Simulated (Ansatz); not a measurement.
# Ce3HfO8: the cost of one run

Method: DFT PBE, scalar-relativistic, plane waves, PAW, in Ansatz 0.2.0.

### 1 The system as given

Symmetry: P4/mmm, No. 123, tetragonal system. Conventional cell: a = 4.022 Å, b = 4.022 Å, c = 11.377 Å, α = 90.00°, β = 90.00°, γ = 90.00°. Around Ce (site symmetry 4mm) lie 8 O at 2.46 Å. Ce (site symmetry 4/mmm) is surrounded by 8 O at 2.46 Å. Around Hf (site symmetry 4/mmm) lie 8 O at 2.46 Å. Around O (site symmetry 2mm) lie 4 Ce at 2.46 Å. Around O (site symmetry 2mm) lie 2 Ce at 2.46 Å and 2 Hf at 2.46 Å.

Structure file:

```
CELL_PARAMETERS angstrom
4.02223 0.00000 0.00000
0.00000 4.02223 0.00000
0.00000 0.00000 11.37658
ATOMIC_POSITIONS crystal
Ce 0.00000 0.00000 0.75000
Ce 0.50000 0.50000 0.50000
Ce 0.00000 0.00000 0.25000
Hf 0.50000 0.50000 0.00000
O 0.50000 0.00000 0.62500
O 0.00000 0.50000 0.37500
O 0.50000 0.00000 0.12500
O 0.00000 0.50000 0.87500
O 0.50000 0.00000 0.37500
O 0.00000 0.50000 0.12500
O 0.50000 0.00000 0.87500
O 0.00000 0.50000 0.62500
```

The start is an ordering of an alloy on its end members' structure types: elements ordered on the sites of the HfO2 type, Hf/Ce on Hf (P4/mmm, No. 123).

### 2 Probe: one point on a coarse mesh

Contents of input.yaml:

```yaml
crystal:
  lattice:
    - [4.02222906, 0.0, 0.0]
    - [0.0, 4.02222906, 0.0]
    - [0.0, 0.0, 11.37658178]
  atoms:
    - { symbol: Ce, position: [0.0, 0.0, 0.75] }
    - { symbol: Ce, position: [0.5, 0.5, 0.5] }
    - { symbol: Ce, position: [0.0, 0.0, 0.25] }
    - { symbol: Hf, position: [0.5, 0.5, 0.0] }
    - { symbol: O, position: [0.5, 0.0, 0.625] }
    - { symbol: O, position: [0.0, 0.5, 0.375] }
    - { symbol: O, position: [0.5, 0.0, 0.125] }
    - { symbol: O, position: [0.0, 0.5, 0.875] }
    - { symbol: O, position: [0.5, 0.0, 0.375] }
    - { symbol: O, position: [0.0, 0.5, 0.125] }
    - { symbol: O, position: [0.5, 0.0, 0.875] }
    - { symbol: O, position: [0.0, 0.5, 0.625] }
basis:
  ecutwfc: 420
kpoints:
  mp_grid: { grid: [4, 4, 2] }
hamiltonian:
  xc: pbe
scf:
  occupations: { method: gaussian, width: 0.1 }
  lower_state_search: "off"
output:
  forces: true
  stress: true
  eigenvalues: true
```

The run is started by

```
$ ansatz run input.yaml --threads 1 --pin off --max-ram 2560MiB --backend cpu --events-out ev --progress --plain --runs-dir out
```

Q: Estimate wall time and peak memory on 1 thread of Intel Xeon at 2.50GHz (Skylake/Cascade Lake), shared host.

About 32 s, with a peak of 0.54 GiB.
